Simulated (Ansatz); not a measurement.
**FH3S2Si: taking an electron away**

The task here is to estimate one member of a computed series from the others.

The runs use Ansatz 0.2.0, Gaussian basis; unrestricted cation, the program's frozen cores in correlated methods.

Plan: UKS PBE-D4/def2-TZVPP; UKS r2SCAN-D4/def2-TZVPP; UKS PBE0-D4/def2-TZVPP; UKS B3LYP-D4/def2-TZVPP; UKS wB97X-V/def2-TZVPP; UKS wB97M-V/def2-TZVPP; UKS B2PLYP/def2-TZVPP; UHF-CCSD(T)/def2-TZVPP; UHF-MP2/def2-QZVPP; extrapolation to the limit; then −ε(HOMO) from the neutral's earlier runs with LDA (SPW92), PBE-D4, revPBE-D4, BLYP-D4, r2SCAN-D4, B97M-V, PBE0-D4, B3LYP-D4, r2SCANh-D4, r2SCAN0-D4, HSE06-D4, BHLYP-D4, CAM-B3LYP-D4, LC-ωPBE, ωB97X-V, ωB97M-V.

## The relaxed structure

An earlier PBE0-D4 in a triple-zeta def2 set relaxation fixed the geometry.

SMILES `F[SiH](S)S`, 7 atoms, charge 0, spin multiplicity 1.

Atoms are counted from 1 here; the program's logs count them from 0.

Bond lengths: F1–Si2 1.596 Å, Si2–S3 2.114 Å, Si2–S4 2.115 Å, Si2–H5 1.477 Å, S3–H6 1.344 Å, S4–H7 1.345 Å. Angles: F1–Si2–S3 113.1°, F1–Si2–S4 108.8°, F1–Si2–H5 105.2°, S3–Si2–S4 104.7°, S3–Si2–H5 110.5°, S4–Si2–H5 114.8°, Si2–S3–H6 93.3°, Si2–S4–H7 93.2°.

The first run:

The input, in.yaml:

```yaml
crystal:
  periodic: [false, false, false]
  atoms:
    - {symbol: F, position_ang: [-1.160769, -1.275528, 0.097846]}
    - {symbol: Si, position_ang: [0.009185, -0.203775, -0.075592]}
    - {symbol: S, position_ang: [0.815018, 0.448704, 1.766141]}
    - {symbol: S, position_ang: [-0.792162, 1.543165, -0.959029]}
    - {symbol: H, position_ang: [1.043301, -0.886197, -0.880085]}
    - {symbol: H, position_ang: [1.722807, -0.541964, 1.807551]}
    - {symbol: H, position_ang: [-1.576181, 0.847693, -1.802434]}
basis:
  gaussian: {orbitals: def2-TZVPP}
total_charge: 1
magnetization: {spin_polarized: true, initial_magnetization: 1}
hamiltonian: {xc: pbe, dispersion: d4}
```

Among the steps run: Cation, UKS PBE-D4/def2-TZVPP; Cation, UKS r2SCAN-D4/def2-TZVPP; Cation, UKS PBE0-D4/def2-TZVPP; Cation, UKS B3LYP-D4/def2-TZVPP; Cation, UKS wB97X-V/def2-TZVPP; Cation, UKS wB97M-V/def2-TZVPP; Cation, UKS B2PLYP (frozen core)/def2-TZVPP; Cation, UHF-CCSD(T)/def2-TZVPP; Cation, UHF-MP2/def2-QZVPP.

One table of the session follows, with a row left open; its other results are not shown here.

Orbital estimates, from the neutral's runs:

| functional | −ε(HOMO) (eV) |
| --- | --- |
| LDA (SPW92) | 6.80 |
| PBE-D4 | 6.67 |
| revPBE-D4 | 6.62 |
| BLYP-D4 | 6.49 |
| r2SCAN-D4 | 6.98 |
| B97M-V | 7.06 |
| PBE0-D4 | 7.93 |
| B3LYP-D4 | 7.66 |
| r2SCANh-D4 | ? |
| r2SCAN0-D4 | 8.12 |
| HSE06-D4 | 7.52 |
| BHLYP-D4 | 9.01 |
| CAM-B3LYP-D4 | 9.24 |
| LC-ωPBE | 10.68 |
| ωB97X-V | 10.30 |
| ωB97M-V | 10.11 |

Estimate the missing values for r2SCANh-D4.

Worked estimate for «−ε(HOMO) (eV)». Against the share of exact exchange, r2SCAN-D4 (0, 6.98), r2SCAN0-D4 (0.25, 8.12) give a slope of 4.56 per unit share; at 0.1 the line stands at 7.44.

**Answer.** −ε(HOMO) (eV): 7.43. In «−ε(HOMO) (eV)» the line misses by +0.01.
